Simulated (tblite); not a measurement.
# C4H8BF3O2: the cost of one run

Computed with tblite 0.8.0 and PySCF 2.14.0, with density-fitted response routines of our own, on a single molecule in the gas phase. Atoms count from 0, in the outputs and in this text.

### 1 The starting structure

18 atoms, charge 0, multiplicity 1; geometry from: force field or distance geometry start.

Bonds of the start (Å): B0–O1 1.45, O1–C2 1.40, C2–C3 1.49, C2–C4 1.52, C4–F5 1.38, C4–O6 1.37, O6–C7 1.38, C7–F8 1.40, C7–F9 1.39, B0–H10 1.17, B0–H11 1.19, C2–H12 1.12, C3–H13 1.11, C3–H14 1.12, C3–H15 1.15, C4–H16 1.13, C7–H17 1.10.

### 2 Optimising the geometry with GFN2-xTB

Job settings and geometry (Å):

```
{"job": {"kind": "relax", "xc": "GFN2-xTB", "basis": "xTB"}, "charge": 0, "multiplicity": 1}
B     -2.544100     1.058700     0.781200
O     -1.904700     0.248400    -0.242800
C     -0.680600    -0.293000     0.155900
C     -0.614300    -1.779000     0.120400
C      0.409400     0.262600    -0.744500
F      0.083100     0.005700    -2.064700
O      1.634500    -0.249000    -0.393400
C      2.547000     0.657000     0.107800
F      3.727400     0.676300    -0.644400
F      2.831700     0.317000     1.423600
H     -1.999900     1.471800     1.728000
H     -3.738700     1.072900     0.786100
H     -0.486200     0.042500     1.205000
H     -1.122400    -2.229700    -0.761200
H      0.461100    -2.083000     0.118100
H     -1.096300    -2.223400     1.064000
H      0.376800     1.380500    -0.567400
H      2.107400     1.670300     0.122400
```

Started as:

```console
OMP_NUM_THREADS=1 python probes_run.py task.json out
```

One launch serves the whole session: the jobs run in the order shown.

Q: Estimate the wall time of this first job on 1 thread of Arm Neoverse V1, shared host.

About 1.2 s.
